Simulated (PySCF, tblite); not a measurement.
# B₁₁N₁₂H₁₃: electronic excitations, NMR shifts

What do calculations give for the electronic excitations, NMR shifts of B₁₁N₁₂H₁₃?

Programs: tblite 0.8.0 and PySCF 2.14.0, with routines of our own; each step states its level. All values are computed. Atoms count from 0.

## Step 1: The starting structure

36 atoms, charge 0, multiplicity 1; geometry from: force field, distance geometry or constructed start.

## Step 2: Optimising the geometry with GFN2-xTB

What the job is given:

```
{"job": {"kind": "relax", "xc": "GFN2-xTB", "basis": "xTB"}, "charge": 0, "multiplicity": 1}
N      1.260600     0.042100    -0.001600
B     -0.003200     0.771500    -0.006900
N     -1.250500     0.041600     0.001000
B     -1.256400    -1.401700    -0.006200
N     -0.001000    -2.132300     0.003400
B      1.252400    -1.406600    -0.002600
N     -2.511400    -2.129400    -0.003300
B     -2.508100    -3.578400     0.001500
N     -1.253000    -4.308200    -0.000400
B     -0.002800    -3.581900     0.001600
N      2.509400     2.217700    -0.002100
B      1.253200     2.941900    -0.000000
N     -0.003400     2.219600     0.005000
B      2.513700     0.768300    -0.002700
N      1.253500     4.399000     0.000200
B     -0.001900     5.119500     0.006300
N     -1.255300     4.395800     0.000900
B     -1.256800     2.940500    -0.001000
N      2.510900    -2.129300     0.002500
N      1.258500    -4.305200     0.002700
B      2.509200    -3.577300     0.001500
N     -2.512400     2.220400    -0.000200
B     -2.508100     0.773500     0.006600
H     -3.416300    -1.615400    -0.001500
H     -3.524200    -4.163500     0.000900
H     -1.261800    -5.347000     0.002500
H      3.412800     2.741200    -0.000700
H      3.524100     0.184500     0.001200
H      2.157000     4.914300    -0.002000
H      0.001100     6.289300     0.003400
H     -2.152800     4.914500    -0.001100
H      3.410200    -1.609800     0.000200
H      1.254700    -5.346000    -0.001900
H      3.526800    -4.167400     0.003700
H     -3.410900     2.740700    -0.003300
H     -3.524200     0.186100    -0.002900
```

Started as:

```bash
$ OMP_NUM_THREADS=1 python large_run.py task.json out
```

One launch serves the whole session: the jobs run in the order shown.

The log of the run:

```text
step      E/eV     max force
  0   -1528.94810    1.511
  1   -1529.22692    1.075
  2   -1529.44851    0.717
  3   -1529.53537    0.661
  4   -1529.60421    0.365
  5   -1529.62039    0.238
  6   -1529.62976    0.142
  7   -1529.63416    0.130
  8   -1529.63810    0.106
  9   -1529.64095    0.098
 10   -1529.64285    0.064
 11   -1529.64384    0.060
 12   -1529.64442    0.060
 13   -1529.64484    0.042
 14   -1529.64522    0.034
 15   -1529.64554    0.029
 16   -1529.64573    0.022
 17   -1529.64580    0.016
```

Wall time 0.75 s (1 thread of Arm Neoverse N1, shared host); peak memory 0.16 GiB.

Along the way:

```
step  energy from step 0 (eV)  largest force (eV/Å)
   0                   0.0000                1.5108
   1                  -0.2788                1.0756
   2                  -0.5004                0.7169
   3                  -0.5873                0.6608
   4                  -0.6561                0.3641
   5                  -0.6723                0.2377
   6                  -0.6817                0.1422
   7                  -0.6861                0.1303
   8                  -0.6900                0.1065
   9                  -0.6928                0.0986
  10                  -0.6947                0.0641
  11                  -0.6957                0.0598
  12                  -0.6963                0.0604
  13                  -0.6967                0.0422
  14                  -0.6971                0.0340
  15                  -0.6974                0.0287
  16                  -0.6976                0.0224
  17                  -0.6977                0.0161
```

Close pairs (by a distance rule), those that changed most:

```csv
bond,before (Å),after (Å),change (Å)
N10–B13,1.449,1.410,-0.040
B7–N8,1.452,1.412,-0.039
N21–B22,1.447,1.410,-0.037
N6–B7,1.449,1.412,-0.037
N18–B20,1.448,1.412,-0.036
N10–H26,1.044,1.009,-0.036
N6–H23,1.041,1.006,-0.035
N19–B20,1.447,1.412,-0.035
```

The next job starts from the end point, and lists it.

## Step 3: Electronic excitations: TDA PBE0/6-31G*

What the job is given:

```
{"job": {"kind": "uv", "basis": "6-31G*", "grid": 1, "kgrid": 0, "vcut": 1.5, "nstates": 6, "ntriplets": 2, "tda": true, "delta": ["ip_vertical"], "pop": true, "xc": "PBE0"}, "charge": 0, "multiplicity": 1}
N      1.261992     0.051032    -0.000670
B     -0.000214     0.760280    -0.000619
N     -1.262572     0.051164    -0.000917
B     -1.248768    -1.402179    -0.001016
N     -0.000368    -2.113512    -0.000478
B      1.248089    -1.402265    -0.000223
N     -2.447666    -2.175211    -0.001401
B     -2.486643    -3.586663     0.000020
N     -1.243722    -4.257667     0.000929
B     -0.000411    -3.553358     0.000198
N      2.451466     2.203227    -0.000980
B      1.229512     2.937678    -0.000362
N     -0.000042     2.203434    -0.000333
B      2.484373     0.794011    -0.000851
N      1.203357     4.366669     0.000493
B      0.000255     5.108632     0.001651
N     -1.202997     4.366898     0.000971
B     -1.229462     2.937903    -0.000109
N      2.446946    -2.175311     0.000724
N      1.242864    -4.257706     0.000675
B      2.485805    -3.586731     0.001479
N     -2.451501     2.203549    -0.000700
B     -2.484807     0.794334    -0.000901
H     -3.319214    -1.672797    -0.002428
H     -3.504841    -4.174447     0.000654
H     -1.223297    -5.266096     0.002041
H      3.323021     2.710654    -0.001224
H      3.542568     0.279000    -0.000721
H      2.083783     4.858436     0.000338
H      0.000331     6.283498     0.003475
H     -2.083376     4.858768     0.001164
H      3.318592    -1.673010     0.001159
H      1.222578    -5.266127     0.000908
H      3.504042    -4.174393     0.003034
H     -3.323005     2.711048    -0.000798
H     -3.543017     0.279415    -0.000505
```

Method: TDA PBE0/6-31G*, vertical, gas phase, core orbitals frozen in the response, virtual orbitals cut by energy.

The log of the run:

```text
start: PBE on a coarse grid of 30927 points
cycle   1  E = -937.9282583424  dE =  3.871e+00  |g| = 1.305e+00  |ddm| = 6.778e+00
cycle   2  E = -937.2800193457  dE =  6.482e-01  |g| = 2.122e+00  |ddm| = 3.032e+00
cycle   3  E = -938.3162032198  dE = -1.036e+00  |g| = 2.027e-01  |ddm| = 2.000e+00
cycle   4  E = -938.3264369877  dE = -1.023e-02  |g| = 7.743e-02  |ddm| = 2.451e-01
cycle   5  E = -938.3277128738  dE = -1.276e-03  |g| = 3.235e-02  |ddm| = 8.205e-02
cycle   6  E = -938.3279399282  dE = -2.271e-04  |g| = 8.094e-03  |ddm| = 3.090e-02
final grid: 136608 points
cycle   7  E = -938.2435236775  dE = -1.437e-02  |g| = 3.271e-02  |ddm| = 5.266e-01
cycle   8  E = -938.2437157703  dE = -1.921e-04  |g| = 2.258e-02  |ddm| = 6.123e-02
cycle   9  E = -938.2438273718  dE = -1.116e-04  |g| = 9.279e-03  |ddm| = 2.463e-02
cycle  10  E = -938.2438479983  dE = -2.063e-05  |g| = 2.465e-03  |ddm| = 7.883e-03
cycle  11  E = -938.2438478097  dE =  1.887e-07  |g| = 3.997e-04  |ddm| = 2.480e-03
cycle  12  E = -938.2438509629  dE = -3.153e-06  |g| = 2.050e-04  |ddm| = 5.083e-04
cycle  13  E = -938.2438488351  dE =  2.128e-06  |g| = 3.206e-05  |ddm| = 1.847e-04
converged SCF energy = -938.2438488351
Vertical ionisation energy (delta-SCF) = 7.8359 eV   <S^2> = 0.764

Static polarisability (au): isotropic 186.644, principal 85.800 212.679 261.454

Singlet excitations
state   eV       nm        f      main configurations
  1   6.1864    200.4   0.00346   H->L+1 0.77, H-1->L+1 0.13
  2   6.2495    198.4   0.41215   H->L 0.95
  3   6.3650    194.8   0.00328   H->L+2 0.79
  4   6.7767    183.0   0.01504   H->L+3 0.32, H-2->L 0.23, H-3->L 0.17
  5   6.8626    180.7   0.01140   H-1->L+1 0.58, H->L+1 0.18
  6   6.9045    179.6   0.02535   H-1->L 0.57, H-2->L+2 0.18, H->L+4 0.08

Triplet excitations (Tamm-Dancoff, eV): 5.8209 5.9079
```

Wall time 2.8 min (1 thread of Arm Neoverse N1, shared host); peak memory 0.7 GiB.

The orbitals next to the gap, with their largest atomic shares:

```csv
orbital,eV,atoms
HOMO−4,-7.79,"N12 27 %, N21 22 %, N10 22 %"
HOMO−3,-7.48,"N18 28 %, N6 28 %, N4 17 %"
HOMO−2,-7.36,"N4 25 %, N12 12 %, N0 10 %"
HOMO−1,-7.10,"N16 20 %, N14 20 %, N19 11 %"
HOMO,-6.52,"N8 14 %, N19 14 %, N6 13 %"
LUMO,0.62,"B22 19 %, B13 19 %, B3 13 %"
LUMO+1,0.67,"B15 22 %, B13 20 %, B22 20 %"
LUMO+2,0.91,"B1 25 %, B15 12 %, B20 10 %"
LUMO+3,1.37,"B7 19 %, B20 19 %, B9 15 %"
```

With each of the 6 states as a Gaussian band of 0.4 eV half-width at 1/e, the curve within the window shown has maxima at 198 nm (ε 17,000) L/(mol cm). Beyond the last state computed it falls off for lack of states. The curve at chosen wavelengths:

nm, ε (L/mol/cm) and a bar:
```
      172       1059 
      174       1505 #
      176       2028 ##
      178       2649 ###
      180       3425 ####
      182       4440 ######
      184       5782 #########
      186       7490 ############
      188       9515 ################
      190      11706 ####################
      192      13823 ########################
      194      15590 ###########################
      196      16760 #############################
      197      17068 ##############################
      199      17082 ##############################
      201      16327 #############################
      203      14930 ##########################
      205      13091 #######################
      207      11030 ###################
      209       8949 ###############
      211       7007 ###########
      213       5305 ########
      215       3891 #####
      217       2771 ###
      219       1918 ##
      221       1294
```

Leading natural transition orbitals of singlet state 2: the hole lies on 6 N atoms about 12 % each; the particle on 4 B atoms about 13 % each.

Leading natural transition orbitals of singlet state 1: the hole lies on 5 N atoms about 11 % each; N21 10 %; N6, N18 about 6 % each; the particle on B13, B15, B22 about 15 % each; B11, B17 about 6 % each; N12 6 %.

Ground-state properties from the same run:

| property | computed |
| --- | --- |
| dipole moment (D) | 1.67 |
| polarisability (Å³) | 27.66 |
| HOMO–LUMO gap (eV) | 7.14 |
| −ε(HOMO) (eV) | 6.52 |

The fields below are evaluated on a grid from the run's orbitals.

Frontier orbitals at PBE0/6-31G*, with the share of their density that lies nearest to each atom:

```
orbital  energy (eV)                                                                    lies on
   HOMO        -6.52                          4 N atoms about 12 % each; N0, N2 about 10 % each
   LUMO         0.62  B13, B22 about 14 % each; B3, B5 about 11 % each; B11, B17 about 6 % each
```

ELF in a plane through or near 36 of the atoms.

Ten even steps from ' ' (0.00) to '@' (1.00):
```
                                                        
                                                        
                        ==%%==        **%%--            
                ..##::  %%@@%%  ==..  @@@@@@--          
                ==@@%%..%%@@@@..@@##..@@@@@@++          
          ==%%..  %%####--%%++..@@****++@@**            
          @@@@##..**::%%==--::..##--##**++....          
          --%%**##::##--++####====**::%%++%%@@==        
    ::@@**::##==%%==++::++**##==--++..%%==@@@@++        
    %%@@@@++::**..**==##..++--..%%==**::**::::          
    %%@@@@++==**..**++##::++--..%%++**--**::--          
    ::@@##::##::%%  **..++####==..++..%%--@@@@++        
          --%%**##::##--++%%##==++##::%%**%%@@==        
          @@@@##..**::%%::==::..%%::##::++..            
          ==%%    %%####::@@++..@@##**--@@**            
                ==@@%%..%%@@%%..@@##..@@@@@@++          
                ..##::  %%@@%%  ++..  @@@@@@--          
                        ==%%==        ++##--            
                                                        
                                                        
```
The map spans 17.8 Å across and 12.3 Å up, centred on the molecule. Atoms in the plane (x, y in Å): N0 (-0.1, 1.3), B1 (-0.8, 0.0), N2 (-0.1, -1.3), B3 (1.4, -1.2), N4 (2.1, 0.0), B5 (1.4, 1.2), N6 (2.2, -2.4), B7 (3.6, -2.5), N8 (4.3, -1.2), B9 (3.6, 0.0), N10 (-2.2, 2.5), B11 (-2.9, 1.2), N12 (-2.2, 0.0), B13 (-0.8, 2.5), N14 (-4.4, 1.2), B15 (-5.1, 0.0), N16 (-4.4, -1.2), B17 (-2.9, -1.2), N18 (2.2, 2.4), N19 (4.3, 1.2), B20 (3.6, 2.5), N21 (-2.2, -2.5), B22 (-0.8, -2.5), H23 (1.7, -3.3), H24 (4.2, -3.5), H25 (5.3, -1.2), H26 (-2.7, 3.3), H27 (-0.3, 3.5), H28 (-4.9, 2.1), H29 (-6.3, 0.0), H30 (-4.9, -2.1), H31 (1.7, 3.3), H32 (5.3, 1.2), H33 (4.2, 3.5), H34 (-2.7, -3.3), H35 (-0.3, -3.5).

On the surface of density 0.002 e/bohr³ the electrostatic potential runs, from the 1st to the 99th percentile, from -0.76 V near N18 to 1.95 V near H26.

## Step 4: NMR shifts: GIAO KT3/pcSseg-1

Settings changed since step 3:

```diff
@@ -1,2 +1,2 @@
-{"job": {"kind": "uv", "basis": "6-31G*", "grid": 1, "kgrid": 0, "vcut": 1.5, "nstates": 6, "ntriplets": 2, "tda": true, "delta": ["ip_vertical"], "pop": true, "xc": "PBE0"}, "charge": 0, "multiplicity": 1}
+{"job": {"kind": "nmr", "xc": "KT3", "basis": "pcSseg-1", "pop": false}, "charge": 0, "multiplicity": 1}
 N      1.261992     0.051032    -0.000670
```

Level: GIAO KT3/pcSseg-1 NMR shielding, non-relativistic, gas phase.

The log of the run:

```text
start: PBE on a coarse grid of 30927 points
cycle   1  E = -937.5754821210  dE =  3.770e+00  |g| = 1.304e+00  |ddm| = 6.020e+00
cycle   2  E = -936.8936490925  dE =  6.818e-01  |g| = 2.180e+00  |ddm| = 2.797e+00
cycle   3  E = -937.9497240740  dE = -1.056e+00  |g| = 1.973e-01  |ddm| = 1.889e+00
cycle   4  E = -937.9591511559  dE = -9.427e-03  |g| = 7.798e-02  |ddm| = 2.255e-01
cycle   5  E = -937.9604348434  dE = -1.284e-03  |g| = 3.156e-02  |ddm| = 7.605e-02
cycle   6  E = -937.9606364321  dE = -2.016e-04  |g| = 9.107e-03  |ddm| = 2.672e-02
final grid: 289567 points
cycle   7  E = -954.1848250096  dE = -4.669e-02  |g| = 1.432e-01  |ddm| = 5.292e-01
cycle   8  E = -954.1775609754  dE =  7.264e-03  |g| = 2.330e-01  |ddm| = 2.461e-01
cycle   9  E = -954.1892184934  dE = -1.166e-02  |g| = 1.553e-02  |ddm| = 1.524e-01
cycle  10  E = -954.1892738121  dE = -5.532e-05  |g| = 6.055e-03  |ddm| = 1.878e-02
cycle  11  E = -954.1892818153  dE = -8.003e-06  |g| = 2.347e-03  |ddm| = 6.165e-03
cycle  12  E = -954.1892830987  dE = -1.283e-06  |g| = 3.893e-04  |ddm| = 2.367e-03
cycle  13  E = -954.1892828318  dE =  2.669e-07  |g| = 1.694e-04  |ddm| = 4.541e-04
cycle  14  E = -954.1892821028  dE =  7.289e-07  |g| = 5.769e-05  |ddm| = 1.593e-04
converged SCF energy = -954.1892821028

GIAO shielding tensors (ppm)
atom      isotropic    diamagn.    paramagn.     s11        s22        s33       span
  0 N      130.085     345.688    -215.603     46.513     82.511    261.232    214.719
  1 B       78.872     199.856    -120.984     67.307     69.787     99.522     32.214
  2 N      130.079     345.691    -215.613     46.497     82.509    261.230    214.734
  3 B       78.587     199.595    -121.008     64.699     71.915     99.149     34.450
  4 N      136.914     342.876    -205.962     71.392     75.834    263.516    192.124
  5 B       78.589     199.596    -121.006     64.702     71.915     99.152     34.450
  6 N      146.282     331.618    -185.336     44.725    165.204    228.917    184.191
  7 B       77.102     198.452    -121.350     52.612     67.728    110.966     58.354
  8 N      145.286     322.250    -176.965     50.295    176.371    209.190    158.895
  9 B       80.791     198.758    -117.967     66.818     71.044    104.511     37.693
 10 N      140.641     326.785    -186.144     39.623    172.652    209.649    170.027
 11 B       81.118     201.666    -120.548     67.515     71.205    104.635     37.120
 12 N      136.726     340.827    -204.101     71.850     75.409    262.919    191.070
 13 B       75.747     201.514    -125.767     49.571     68.858    108.813     59.241
 14 N      147.038     324.450    -177.412     54.008    177.447    209.658    155.650
 15 B       76.884     195.918    -119.034     53.202     66.310    111.139     57.937
 16 N      147.040     324.450    -177.409     54.016    177.443    209.662    155.646
 17 B       81.118     201.669    -120.551     67.514     71.206    104.634     37.120
 18 N      146.267     331.618    -185.351     44.702    165.198    228.902    184.200
 19 N      145.298     322.250    -176.952     50.315    176.381    209.198    158.883
 20 B       77.101     198.453    -121.352     52.607     67.730    110.966     58.360
 21 N      140.661     326.778    -186.118     39.664    172.654    209.664    170.000
 22 B       75.749     201.520    -125.771     49.574     68.859    108.813     59.239
 23 H       25.863      35.295      -9.432     18.239     27.886     31.465     13.226
 24 H       27.221      27.031       0.190     23.917     27.682     30.063      6.146
 25 H       27.227      26.148       1.078     22.017     27.546     32.117     10.100
 26 H       26.902      30.892      -3.989     21.335     27.699     31.673     10.338
 27 H       26.756      34.913      -8.158     21.727     27.698     30.842      9.115
 28 H       27.258      27.896      -0.637     21.830     27.661     32.284     10.454
 29 H       27.244      24.378       2.865     24.022     27.498     30.211      6.188
 30 H       27.258      27.894      -0.636     21.829     27.661     32.284     10.455
 31 H       25.862      35.296      -9.434     18.237     27.885     31.463     13.227
 32 H       27.227      26.149       1.079     22.017     27.546     32.119     10.101
 33 H       27.221      27.034       0.187     23.918     27.683     30.064      6.146
 34 H       26.904      30.888      -3.984     21.335     27.700     31.676     10.341
 35 H       26.756      34.912      -8.156     21.729     27.699     30.841      9.112
```

It took 87 s on 1 thread of Arm Neoverse N1, shared host; peak memory 0.68 GiB.

Shifts follow as δ = σ(reference) − σ, with reference shieldings (ppm) from runs at the same level and on the same kind of geometry: 1H TMS 31.76, 15N NH3 264.4, 11B BF3·OEt2 100.0. The references are single molecules in the gas phase, so shifts against H2O, NH3, PH3, H3PO4 or CFCl3 are not on the usual liquid scales and can be off by tens of ppm. Atoms listed in one row are averaged.

```csv
atoms,environment,σ (ppm),δ (ppm)
"H23, H31",hydrogen on a nitrogen bonded to 2 B,25.86,5.90
"H27, H35",hydrogen on a boron bonded to 2 N,26.76,5.00
"H26, H34",hydrogen on a nitrogen bonded to 2 B,26.90,4.86
"H24, H33",hydrogen on a boron bonded to 2 N,27.22,4.54
"H25, H32",hydrogen on a nitrogen bonded to 2 B,27.23,4.53
H29,hydrogen on a boron bonded to 2 N,27.24,4.52
"H28, H30",hydrogen on a nitrogen bonded to 2 B,27.26,4.50
"N0, N2",nitrogen bonded to 3 B,130.1,134.3
N12,nitrogen bonded to 3 B,136.7,127.7
N4,nitrogen bonded to 3 B,136.9,127.5
"N10, N21","nitrogen bonded to 2 B, H",140.7,123.7
"N8, N19","nitrogen bonded to 2 B, H",145.3,119.1
"N6, N18","nitrogen bonded to 2 B, H",146.3,118.1
"N14, N16","nitrogen bonded to 2 B, H",147.0,117.4
"B13, B22","boron bonded to 2 N, H",75.7,24.2
B15,"boron bonded to 2 N, H",76.9,23.1
"B7, B20","boron bonded to 2 N, H",77.1,22.9
"B3, B5",boron bonded to 3 N,78.6,21.4
B1,boron bonded to 3 N,78.9,21.1
B9,boron bonded to 3 N,80.8,19.2
"B11, B17",boron bonded to 3 N,81.1,18.9
```

Ring of atoms N0, B1, N2, B3, N4, B5: NICS(0) -0.6, NICS(1) -1.2, NICS(1)zz 3.5 ppm (means of both faces).

Ring of atoms N0, B1, N10, B11, N12, B13: NICS(0) -1.6, NICS(1) -1.9, NICS(1)zz 0.8 ppm (means of both faces).

Ring of atoms B3, N4, N6, B7, N8, B9: NICS(0) -2.0, NICS(1) -1.9, NICS(1)zz -0.2 ppm (means of both faces).

## Step 5: What came out

```
                                                                   quantity                                                value
                                               lowest singlet (PBE0/6-31G*)                          6.19 eV (200 nm), f = 0.003
                                   brightest single state of those computed                          state 2, 6.25 eV, f = 0.412
                                                             lowest triplet                                              5.82 eV
                                          vertical ionisation energy (ΔSCF)                                              7.84 eV
                                      surface potential, 1st and 99th percentile                                   -0.76 V and 1.95 V
      1H shifts against TMS (KT3/pcSseg-1, means over atoms taken as alike)         5.90, 5.00, 4.86, 4.54, 4.53, 4.52, 4.50 ppm
     15N shifts against NH3 (KT3/pcSseg-1, means over atoms taken as alike)  134.3, 127.7, 127.5, 123.7, 119.1, 118.1, 117.4 ppm
11B shifts against BF3·OEt2 (KT3/pcSseg-1, means over atoms taken as alike)         24.2, 23.1, 22.9, 21.4, 21.1, 19.2, 18.9 ppm
```

**Reading.** The lowest singlet, at 6.19 eV, is HOMO→LUMO+1 0.77, HOMO−1→LUMO+1 0.13 and is weak; of the 6 states computed, the strongest absorption comes from state 2 at 6.25 eV. The lowest triplet lies 0.37 eV below the lowest singlet. ΔSCF puts the ionisation energy at 7.84 eV, 1.32 eV above −ε(HOMO). At KT3/pcSseg-1: The largest span, 215 ppm, is at N0, N2, where the paramagnetic term is -216 ppm.
